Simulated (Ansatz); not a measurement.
From input file to script: RbGe, space group Fm-3m in Ansatz 0.2.0.

```yaml
crystal:
  lattice:
    - [0.0, 3.59307, 3.59307]
    - [3.59307, 0.0, 3.59307]
    - [3.59307, 3.59307, 0.0]
  atoms:
    - { symbol: Rb, position: [0.0, 0.0, 0.0] }
    - { symbol: Ge, position: [0.49304, 0.50696, 0.50696] }
basis:
  ecutwfc: 500.0
kpoints:
  mp_grid: { kspacing: 0.3846153846154 }
hamiltonian:
  xc: r2scan
scf:
  occupations: { method: fermi_dirac }
relax:
  f_tol: 0.01
output:
  write_density: true
  write_potential: true
  volumetric_format: npy
  elf: true
```

On the command line:
```console
$ ansatz run input.yaml --threads 1 --pin off --max-ram 3072MiB --backend cpu --events-out ev --progress --plain --runs-dir out
Engine: ansatz 0.2.0, aarch64-unknown-linux-gnu
Pseudopotentials: kind: paw
Pseudopotential: Rb, paw, valence charge 9, recommended cutoff 500 eV (meta_gga), Rb.paw.azcp
Pseudopotential: Ge, paw, valence charge 14, recommended cutoff 500 eV (meta_gga), Ge.paw.azcp
Functional definition: r2SCAN
  parameter k0 = 0.174
  parameter k1 = 0.065
  parameter a1 = 4.9479
  exchange = r2scan_x(k0 = k0, k1 = k1, a1 = a1)
  correlation = r2scan_c
Crystal: 2 atoms, lattice volume = 92.774 Å³
Basis set: ecut = 500 eV, 2397 PW (Γ), exchange–correlation on 160×160×160 points (64 copies of the dense FFT grid, shifted against one another)
Bands: 16, of which v1, the nominal top of the filled ones, is band 12 counted from 1 (11 counted from 0)
Symmetry: 8 space group operations
Space group: I4mm (ITA 107), of the structure as read, at distance tolerance 4.5e-5 Å
k-points: 13 of 64 (time reversal used)
Non-local potential: Rb, projectors of the file, l = 0: 3, l = 1: 2, l = 2: 2
Non-local potential: Ge, projectors of the file, l = 0: 2, l = 1: 2, l = 2: 3, l = 3: 1
PAW form: soft (Blöchl's): semilocal exchange-correlation on the pseudo side does not see the compensation charge
PAW frozen core: Rb, regenerated for the run's functional (the file was generated under x = pbe(κ = 0.804, μ = 0.2195149727645171), c = pbe(β = 0.06672455060314922))
PAW frozen core: Ge, regenerated for the run's functional (the file was generated under x = pbe(κ = 0.804, μ = 0.2195149727645171), c = pbe(β = 0.06672455060314922))
PAW one-centre angular grid: Rb, 302 points (default); XC on 160 Gauss nodes
PAW one-centre angular grid: Ge, 590 points (default); XC on 160 Gauss nodes
Initial density: superposition of atomic densities (neutral atoms: chi_scale 0, normalization atom), corrected by the library's trained network
Initial wavefunctions: pseudopotential atomic-orbital guess
Functional: x = r2scan, c = r2scan; τ floored in thin density (d = 2e-4 eV/Å³)
SCF iter   1: F=—  HF=-7579.074596 eV  |F-HF|=—  |Δ(HF+E_count)|=         —  Δρ=3.41e-3  dr2=5.36e-3  dr2_τ=9.38e-4  ethr=1.77e-3  ⟨swp⟩=7.1  Hψ=1197  notcnv=0
preconditioner: auto → Kerker (q_TF=auto, 2.162 Å⁻¹)  [metal: Δε(μ)=0.082 eV  Ē_g=11.559 eV  σ=0.100 eV  W_gap=0.20  n_scr=14 (ndim 8)  ℏωp=12.8 eV  f_vac=0.004  D(μ)=4.14/eV (n_scr^D=26)]
SCF iter   2: F=—  HF=-7579.077018 eV  |F-HF|=—  |Δ(HF+E_count)|=   2.42e-3  Δρ=1.75e-3  dr2=2.78e-3  dr2_τ=7.36e-5  ethr=2.33e-5  ⟨swp⟩=2.0  Hψ=510  notcnv=0
SCF iter   3: F=—  HF=-7579.077054 eV  |F-HF|=—  |Δ(HF+E_count)|=   3.62e-5  Δρ=9.44e-4  dr2=1.19e-3  dr2_τ=2.22e-5  ethr=1.21e-5  ⟨swp⟩=1.0  Hψ=208  notcnv=0
SCF iter   4: F=—  HF=-7579.077021 eV  |F-HF|=—  |Δ(HF+E_count)|=   3.32e-5  Δρ=2.61e-4  dr2=5.71e-5  dr2_τ=3.37e-6  ethr=5.19e-6  ⟨swp⟩=2.0  Hψ=243  notcnv=0
SCF iter   5: F=—  HF=-7579.077059 eV  |F-HF|=—  |Δ(HF+E_count)|=   3.76e-5  Δρ=5.10e-5  dr2=3.25e-6  dr2_τ=7.71e-8  ethr=2.48e-7  ⟨swp⟩=3.0  Hψ=391  notcnv=0
SCF iter   6: F=-7579.077065 eV  HF=-7579.077064 eV  |F-HF|=4.80e-7  |Δ(HF+E_count)|=   5.57e-6  Δρ=1.56e-5  dr2=2.46e-7  dr2_τ=3.43e-8  ethr=1.09e-8  ⟨swp⟩=10.7  Hψ=1534  notcnv=0
SCF 1 converged in 6 iterations: F = -7579.077065 eV  dr2 = 2.46e-7
  greatest PAW one-centre occupation: 0.998 electrons in one spin orbital (limit 2), on the Ge atom at site 1 (counted from 0), in its partial waves of l = 2
relax step   1: F+E_penalty+E_count = -7579.07706484 eV  Δ(F+E_penalty+E_count) = +0.000e0 eV  max|allowed force component| = 5.916e-2 eV/Å  Δτ_max = 0.0000 Å  (6 SCF iters, dr2 threshold 2.50e-6 eV, accepted)
Initial density: handed on by an earlier stage of this run
Initial wavefunctions: those handed on with the density
iter 1 solved again at ethr=2.14e-7 eV; its pass at ethr=3.10e-3 eV (dr2=4.91e-5 eV) is discarded
SCF iter   1: F=—  HF=-7579.076289 eV  |F-HF|=—  |Δ(HF+E_count)|=         —  Δρ=3.70e-4  dr2=5.58e-5  dr2_τ=1.80e-3  ethr=2.14e-7  ⟨swp⟩=2.8  Hψ=874  notcnv=0
preconditioner: auto → Kerker (q_TF=auto, 2.162 Å⁻¹)  [metal: Δε(μ)=0.080 eV  Ē_g=11.534 eV  σ=0.100 eV  W_gap=0.20  n_scr=14 (ndim 8)  ℏωp=12.8 eV  f_vac=0.000  D(μ)=4.15/eV (n_scr^D=26)]
SCF iter   2: F=—  HF=-7579.078003 eV  |F-HF|=—  |Δ(HF+E_count)|=   1.71e-3  Δρ=2.49e-4  dr2=3.37e-5  dr2_τ=8.54e-7  ethr=2.14e-7  ⟨swp⟩=2.2  Hψ=379  notcnv=0
SCF iter   3: F=—  HF=-7579.077989 eV  |F-HF|=—  |Δ(HF+E_count)|=   1.43e-5  Δρ=5.43e-5  dr2=2.51e-6  dr2_τ=5.25e-7  ethr=1.46e-7  ⟨swp⟩=2.0  Hψ=338  notcnv=0
SCF iter   4: F=—  HF=-7579.078000 eV  |F-HF|=—  |Δ(HF+E_count)|=   1.09e-5  Δρ=2.03e-5  dr2=5.41e-7  dr2_τ=2.28e-8  ethr=1.09e-8  ⟨swp⟩=2.0  Hψ=372  notcnv=0
SCF iter   5: F=-7579.078001 eV  HF=-7579.078001 eV  |F-HF|=2.29e-8  |Δ(HF+E_count)|=   7.13e-7  Δρ=7.18e-6  dr2=6.22e-8  dr2_τ=1.84e-9  ethr=9.51e-10  ⟨swp⟩=9.9  Hψ=1489  notcnv=0
SCF 2 converged in 5 iterations: F = -7579.078001 eV  dr2 = 6.22e-8
relax step   2: F+E_penalty+E_count = -7579.07800060 eV  Δ(F+E_penalty+E_count) = -9.358e-4 eV  max|allowed force component| = 3.593e-2 eV/Å  Δτ_max = 0.0099 Å  (5 SCF iters, dr2 threshold 2.19e-7 eV, accepted)
SCF iter   1: F=—  HF=-7579.074809 eV  |F-HF|=—  |Δ(HF+E_count)|=         —  Δρ=5.51e-4  dr2=1.28e-4  dr2_τ=3.94e-3  ethr=5.31e-6  ⟨swp⟩=3.3  Hψ=704  notcnv=0
SCF iter   2: F=—  HF=-7579.078555 eV  |F-HF|=—  |Δ(HF+E_count)|=   3.75e-3  Δρ=3.70e-4  dr2=7.52e-5  dr2_τ=1.92e-6  ethr=5.55e-7  ⟨swp⟩=2.1  Hψ=501  notcnv=0
SCF iter   3: F=—  HF=-7579.078518 eV  |F-HF|=—  |Δ(HF+E_count)|=   3.66e-5  Δρ=8.40e-5  dr2=6.24e-6  dr2_τ=1.09e-6  ethr=3.27e-7  ⟨swp⟩=2.0  Hψ=333  notcnv=0
SCF iter   4: F=—  HF=-7579.078539 eV  |F-HF|=—  |Δ(HF+E_count)|=   2.07e-5  Δρ=3.15e-5  dr2=1.34e-6  dr2_τ=5.38e-8  ethr=2.71e-8  ⟨swp⟩=2.0  Hψ=368  notcnv=0
SCF iter   5: F=—  HF=-7579.078541 eV  |F-HF|=—  |Δ(HF+E_count)|=   1.72e-6  Δρ=1.11e-5  dr2=1.46e-7  dr2_τ=3.37e-9  ethr=5.84e-9  ⟨swp⟩=2.0  Hψ=366  notcnv=0
SCF iter   6: F=-7579.078541 eV  HF=-7579.078541 eV  |F-HF|=4.10e-8  |Δ(HF+E_count)|=   1.66e-8  Δρ=6.36e-6  dr2=3.66e-8  dr2_τ=1.21e-9  ethr=4.35e-10  ⟨swp⟩=9.1  Hψ=1404  notcnv=0
SCF 3 converged in 6 iterations: F = -7579.078541 eV  dr2 = 3.66e-8
relax step   3: F+E_penalty+E_count = -7579.07854100 eV  Δ(F+E_penalty+E_count) = -5.404e-4 eV  max|allowed force component| = 1.472e-3 eV/Å  Δτ_max = 0.0146 Å  (6 SCF iters, accepted)
NSCF: frozen V_eff on 13 k-points
the band table was solved once a step of the walk had ended and its energy, with any forces and stress, was formed, with the checks that follow a solve (1345 applications of the Hamiltonian). They found nothing against the state; the energy, forces and stress were not computed again (output.eigenvalues in the input reference)
iter 1 solved again at ethr=1.59e-10 eV; its pass at ethr=3.10e-3 eV (dr2=3.66e-8 eV) is discarded
SCF iter   1: F=—  HF=-7579.078541 eV  |F-HF|=—  |Δ(HF+E_count)|=         —  Δρ=6.36e-6  dr2=3.66e-8  dr2_τ=1.21e-9  ethr=1.59e-10  ⟨swp⟩=1.0  Hψ=1121  notcnv=0
preconditioner: auto → Kerker (q_TF=auto, 2.162 Å⁻¹)  [metal: Δε(μ)=0.081 eV  Ē_g=11.535 eV  σ=0.100 eV  W_gap=0.20  n_scr=14 (ndim 8)  ℏωp=12.8 eV  f_vac=0.000  D(μ)=4.15/eV (n_scr^D=26)]
SCF iter   2: F=-7579.078541 eV  HF=-7579.078541 eV  |F-HF|=1.23e-8  |Δ(HF+E_count)|=   3.89e-8  Δρ=3.94e-6  dr2=1.64e-8  dr2_τ=2.55e-10  ethr=1.59e-10  ⟨swp⟩=8.3  Hψ=1186  notcnv=0
SCF 4 converged in 2 iterations: F = -7579.078541 eV  dr2 = 1.64e-8
NSCF: frozen V_eff on 13 k-points
the band table was solved once a step of the walk had ended and its energy, with any forces and stress, was formed, with the checks that follow a solve (1270 applications of the Hamiltonian). They found nothing against the state; the energy, forces and stress were not computed again (output.eigenvalues in the input reference)
SCF converged after 2 iterations
Free energy (F): -7579.078541 eV
Harris-Foulkes:  -7579.078541 eV  (|F-HF|=1.23e-8)
Internal energy: -7578.945452 eV  (E = F + TS)
E sigma→0 (E₀):  -7579.011997 eV
Entropy (-TS):   -0.133089 eV (-66.544 meV/atom)
Fermi energy:    3.002942 eV
--- Per-component energies (eV) ---
  E_band       = -325.165870
  E_kinetic    = 300.713607
  E_local      = -3471.110713  (includes V_loc(G=0)·N_el)
  E_nonlocal   = 588.132810
  E_hartree    = 1407.365283
  E_xc         = -190.667801
  E_vxc        = -214.733221  (∫ρ·V_xc dr)
  E_paw        = -4664.585502  (= ΣΔE_a)
  E_vpaw       = -355.117906  (= ΣTr[D̂ρ^β])
  E_aug_tail   = 0.000016  (compensation charges beyond the density's cutoff)
  E_vtau       = 12.218709  (kinetic-family band-sum trace: ∫τ·v_τ [+ j·A + Jᵃ·Aᵃ] dr)
  E_ewald      = -1547.560459
  E_core_change = -1.232693  (= ΣΔE_core)
  E_smearing   = -0.133089  (= −TS)
  E_closure    = 0.000000  (closes the sum)
  Σ components = -7579.078541   (vs F -7579.078541, Δ=0.00e0)
--- Forces (eV/Å), atoms counted from 1 ---
  atom   1  Rb     0.00139227     0.00000000     0.00000000
  atom   2  Ge    -0.00125683    -0.00000000     0.00000000
  max |Σ_I F_I| component: 1.35e-4 eV/Å
--- Band table (eV; the first three rows and the last of 13) ---
  k-point 0: bands = ["-24.9808", "-22.1984", "-22.1984", "-22.1941", "-22.1941", "-22.1941", "-8.5172", "-8.5171", "-8.5171", "-5.0637", "3.9410", "3.9410", "3.9410", "6.1828", "7.7833", "7.7833"]
  k-point 1: bands = ["-24.9785", "-22.1985", "-22.1984", "-22.1941", "-22.1940", "-22.1940", "-8.6197", "-8.5211", "-8.5211", "-4.7974", "2.5553", "3.5319", "3.5319", "7.1044", "8.5269", "8.5352"]
  k-point 2: bands = ["-24.9762", "-22.1985", "-22.1985", "-22.1940", "-22.1940", "-22.1939", "-8.7130", "-8.5251", "-8.5251", "-4.5195", "1.6904", "3.2105", "3.2105", "7.3718", "9.5819", "10.2820"]
  k-point 12: bands = ["-24.9750", "-22.1984", "-22.1980", "-22.1940", "-22.1940", "-22.1938", "-8.5958", "-8.5958", "-8.5839", "-4.6317", "2.7328", "2.7328", "2.8409", "8.0475", "8.0475", "8.9904"]
--- Relaxed structure (3 steps of the walk, 3 accepted, 0 SCFs on fresh bases) ---
  F+E_penalty+E_count = -7579.07854100 eV   max|allowed force component| = 1.472e-3 eV/Å
  atoms:
    - { symbol: Rb, position: [-0.0034040956822468252, 0.0034040956822468252, 0.0034040956822468252] }
    - { symbol: Ge, position: [0.4964440956822469, 0.5035559043177531, 0.5035559043177531] }
```

Script `run_relax.py`:
```python
# -*- coding: utf-8 -*-
"""Geometry optimisation of RbGe from a disturbed start."""

from dataclasses import dataclass
from pathlib import Path

import ansatz as az
from ase import Atoms
from ase.data import atomic_numbers
from ase.io import write
import numpy as np
import spglib


@dataclass
class RunConfig:
    functional: str = "r2scan"
    cutoff: int = 500
    occupations: str = "fermi_dirac"
    k_density: float = 2.6
    force_tol: float = 0.01


opts = RunConfig()

crystal = (
    az.Lattice.of((0.0, 3.59307, 3.59307), (3.59307, 0.0, 3.59307), (3.59307, 3.59307, 0.0))
    .atom("Rb", (0.0, 0.0, 0.0))
    .atom("Ge", (0.5, 0.5, 0.5))
)
# a displaced start

model = (
    crystal.move(1, to=(0.49304, 0.50696, 0.50696)).calculation()
    .functional(opts.functional)
    .basis(opts.cutoff)
    .occupations(opts.occupations)
    .kpoints(density=opts.k_density)
    .relax(force_tolerance=opts.force_tol)
    .density()
    .potential()
    .electron_localization_function()
    .output_files(volumetric_format="npy")
)
steps = []


def follow(event):
    if event["event"] != "relax_step":
        return
    row = event["data"]
    steps.append(row)
    print(f"step {row['step']:3d}  E = {row['lagrangian_ev']:.5f} eV  largest force component = {row['allowed_force_max_ev_ang']:.4f} eV/A")


done = model.session().plan(threads=1).execute(on_event=follow)
report = done.report

first, last = steps[0], steps[-1]
symbols = [site.symbol for site in done.lattice.sites]
print(f"energy gained {first['lagrangian_ev'] - last['lagrangian_ev']:.4f} eV in {len(steps) - 1} steps")

relaxed = Atoms(symbols, positions=[site.position_ang for site in done.lattice.sites], cell=done.lattice.cell_ang, pbc=True)
write("relaxed.vasp", relaxed, format="vasp")

fractions = [site.position_frac for site in done.lattice.sites]
numbers = [atomic_numbers[s] for s in symbols]
for tolerance in (1e-3, 1e-2, 1e-1):
    print(f"space group at {tolerance} A:", spglib.get_spacegroup((done.lattice.cell_ang, fractions, numbers), symprec=tolerance))

n_atoms = len(report["lattice"]["sites"])
print("F =", round(report["free_energy_ev"], 4), "eV for", n_atoms, "atoms")
print("E(sigma -> 0) =", round(report["energy_sigma0_ev"], 4), "eV, TS =", round(report["entropy_ts_ev"], 5), "eV")
print("closed by", report["closed_by"], "after", report["n_iterations"], "iterations")

folder = Path(done.write_results("fields"))
print("densities in e/A^3, potentials in eV, ELF without unit")
for name in sorted(p.name for p in folder.glob("*.npy")):
    field = np.load(folder / name)
    print(f"{name:16s} {str(field.shape):16s} min {field.min():10.4f}  mean {field.mean():10.4f}  max {field.max():10.4f}")
```

`python run_relax.py` gives:
```text
step   1  E = -7579.07706 eV  largest force component = 0.0592 eV/A
step   2  E = -7579.07800 eV  largest force component = 0.0359 eV/A
step   3  E = -7579.07854 eV  largest force component = 0.0015 eV/A
energy gained 0.0015 eV in 2 steps
space group at 0.001 A: I4mm (107)
space group at 0.01 A: Fm-3m (225)
space group at 0.1 A: Fm-3m (225)
F = -7579.0785 eV for 2 atoms
E(sigma -> 0) = -7579.012 eV, TS = 0.13309 eV
closed by deck_thresholds after 2 iterations
densities in e/A^3, potentials in eV, ELF without unit
elf.npy          (40, 40, 40)     min     0.0087  mean     0.2909  max     0.8779
rho.npy          (40, 40, 40)     min     0.0129  mean     0.2479  max    56.3356
v_es.npy         (40, 40, 40)     min  -171.1910  mean     1.6248  max     7.1824
v_tot.npy        (40, 40, 40)     min  -193.1852  mean    -5.7813  max     3.9294
```

Total energies depend on the potentials; only differences at equal settings carry meaning. A total without «per atom» is that of the cell as typed. The mesh is modest for a metal, so energies can be off by several to tens of meV an atom and pressures by half a GPa or more; differences at equal mesh fare better. Energies along a relaxation are free energies. A last row that repeats the one before re-solves the same geometry more tightly. Grid values close to the nuclei reflect the PAW or pseudopotential construction, not the all-electron fields. The structure comes from a database of computed cells and needn't be a stable or known phase. Hardware and time: 24 s on 1 thread of Arm Neoverse V1 (shared host), peak memory 0.73 GiB.

(A comment or docstring line of the script was reworded after the run, the code is as it ran; lines on the test bed's own set-up are left out of the output.)
